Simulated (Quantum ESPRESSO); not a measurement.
A run of Quantum ESPRESSO 7.5 is set up as follows.

The input pw.in:

```
&CONTROL
  calculation = 'scf'
  prefix = 'pwscf'
  outdir = './tmp'
  pseudo_dir = './pseudo'
  tprnfor = .true.
  tstress = .true.
  disk_io = 'low'
/
&SYSTEM
  ibrav = 0
  nat = 4
  ntyp = 2
  ecutwfc = 55
  ecutrho = 440
  nbnd = 42
  occupations = 'smearing'
  smearing = 'fd'
  degauss = 0.00367493
  nspin = 2
  starting_magnetization(1) = 0.0556
  starting_magnetization(2) = 0
/
&ELECTRONS
  conv_thr = 8d-10
  electron_maxstep = 120
  mixing_beta = 0.3
/
ATOMIC_SPECIES
Ni    58.6934 ni_pbe_v1.4.uspp.F.UPF
Al    26.9815 Al.pbe-n-kjpaw_psl.1.0.0.UPF
CELL_PARAMETERS angstrom
   3.5230547267    0.0000000000    0.0000000000
   0.0000000000    3.5230547267    0.0000000000
   0.0000000000    0.0000000000    3.5230547267
ATOMIC_POSITIONS crystal
Ni     0.5000000000    0.5000000000    0.0000000000
Ni     0.5000000000    0.0000000000    0.5000000000
Ni     0.0000000000    0.5000000000    0.5000000000
Al     0.0000000000    0.0000000000    0.0000000000
K_POINTS automatic
8 8 8 0 0 0
```

File pp_density.in:

```
&INPUTPP
  prefix = 'pwscf'
  outdir = './tmp'
  filplot = 'density.dat'
  plot_num = 0
/
&PLOT
  nfile = 1
  filepp(1) = 'density.dat'
  iflag = 3
  output_format = 6
  fileout = 'density.cube'
/
```

The input pp_potential.in:

```
&INPUTPP
  prefix = 'pwscf'
  outdir = './tmp'
  filplot = 'potential.dat'
  plot_num = 11
/
&PLOT
  nfile = 1
  filepp(1) = 'potential.dat'
  iflag = 3
  output_format = 6
  fileout = 'potential.cube'
/
```

File pp_spin.in:

```
&INPUTPP
  prefix = 'pwscf'
  outdir = './tmp'
  filplot = 'spin.dat'
  plot_num = 6
/
&PLOT
  nfile = 1
  filepp(1) = 'spin.dat'
  iflag = 3
  output_format = 6
  fileout = 'spin.cube'
/
```

Potentials or basis: SSSP 1.3 efficiency PBE.

Run with:

```bash
$ OMP_NUM_THREADS=1 mpirun -n 2 pw.x -nk 2 -in pw.in > pw.out
$ OMP_NUM_THREADS=1 mpirun -n 1 pp.x -in pp_density.in > pp_density.out
$ OMP_NUM_THREADS=1 mpirun -n 1 pp.x -in pp_potential.in > pp_potential.out
$ OMP_NUM_THREADS=1 mpirun -n 1 pp.x -in pp_spin.in > pp_spin.out
```

(1) What does it give for the site moments?

(2) What does it give for the band gap on the k mesh?

(3) Predict the net moment.

Results:

(1) Ni +0.26; Al -0.02 μB.

(2) none (metal or under the smearing width).

(3) 0.69 μB per cell.
